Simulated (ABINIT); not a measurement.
Crystal: BiTe.

```xyz
2
Lattice="0.0000 3.2350 3.2350 3.2350 0.0000 3.2350 3.2350 3.2350 0.0000" Properties=species:S:1:pos:R:3 pbc="T T T"
Bi    0.0000    0.0000    0.0000
Te    3.2350    3.2350    3.2350
```

- Program: ABINIT 10.8.3 (patched build)
- Task: relaxation of cell and atoms
- Functional: LDA
- Potentials or basis: PseudoDojo NC SR LDA v0.4.1 standard
- Cutoff: 1088 eV
- k mesh: 5 × 5 × 5
- Occupations: fermi-dirac, width 0.05 eV
- Spin: no spin polarisation

At the start: pressure -2.9 GPa; volume 33.86 Å³/atom.

Q: How do energy, volume and symmetry change on relaxing?

A: Over 5 steps the energy falls by 17.5 meV/atom and the volume is 32.01 Å³/atom (-5.4 %); space group Fm-3m (No. 225, to 0.05 Å).

The path:
```
step  energy change (eV)  largest force (eV/Å)  pressure (GPa)  volume (Å³)
   1              0.0000                0.0000           -2.89        67.71
   2             -0.0100                0.0000           -2.48        67.11
   3             -0.0348                0.0000            0.26        63.75
   4             -0.0350                0.0000           -0.02        64.05
   5             -0.0350                0.0000            0.00        64.03
```

Final structure:
```
CELL_PARAMETERS angstrom
0.00000 3.17526 3.17526
3.17526 0.00000 3.17526
3.17526 3.17526 0.00000
ATOMIC_POSITIONS crystal
Bi 0.00000 0.00000 0.00000
Te 0.50000 0.50000 0.50000
```
